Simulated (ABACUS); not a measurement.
**HPbNO4 in ABACUS: the effect of functional**

Crystal: HPbNO4.

```xyz
7
Lattice="3.9334 0.0000 0.0000 -0.0439 5.6436 0.0000 -0.4280 -1.7694 5.8997" Properties=species:S:1:pos:R:3 pbc="T T T"
Pb    2.3130    2.6747    0.8908
O    -0.3285   -0.7888    5.1967
O     2.7922   -0.1679    0.7586
O    -0.3896    2.6210    5.1352
O     0.2820    2.6818    2.2213
N     3.1497    3.7364    5.6558
H     0.1673    2.7452    3.2131
```

The cell was built by a generator and needn't be a form met in nature.

The cell isn't the ideal one: volume scaled by 1.06.

Alike in all runs:

* Program: ABACUS 3.10.1
* Task: equation of state
* Potentials or basis: SG15 ONCV 1.2 PBE
* Cutoff: 1361 eV
* Density cutoff: 5442 eV
* Basis: DZP LCAO (the cutoffs set its grid)
* k mesh: 5 × 4 × 4
* Occupations: fermi-dirac, width 0.05 eV
* Spin: no spin polarisation

| functional | gap on the mesh (eV) | pressure (GPa) | largest force (eV/Å) |
| --- | --- | --- | --- |
| LDA | ? | ? | ? |
| PBEsol | 3.07 | -2.3 | 0.72 |
| BLYP | 3.03 | 1.1 | 0.77 |
| PW91 | 3.05 | -0.9 | 0.36 |
| r2SCAN | 3.52 | -3.2 | 0.45 |

Problem. What does the run with functional LDA give?

Solution. gap on the mesh 3.06 eV; pressure -3.6 GPa; largest force 1.11 eV/Å.

Caveats: the atomic orbitals were generated for these runs and aren't a published set; the potentials were made for another functional, which shifts forces and pressure; spin-orbit coupling is left out, which as a rule narrows the gap of such compounds by several tenths of an eV; an odd mesh through Γ misses points on the zone boundary, where band edges often lie; the basis of atomic orbitals isn't converged, which shifts pressures, moduli and gaps.

Runs at the PBE level aren't shown here.
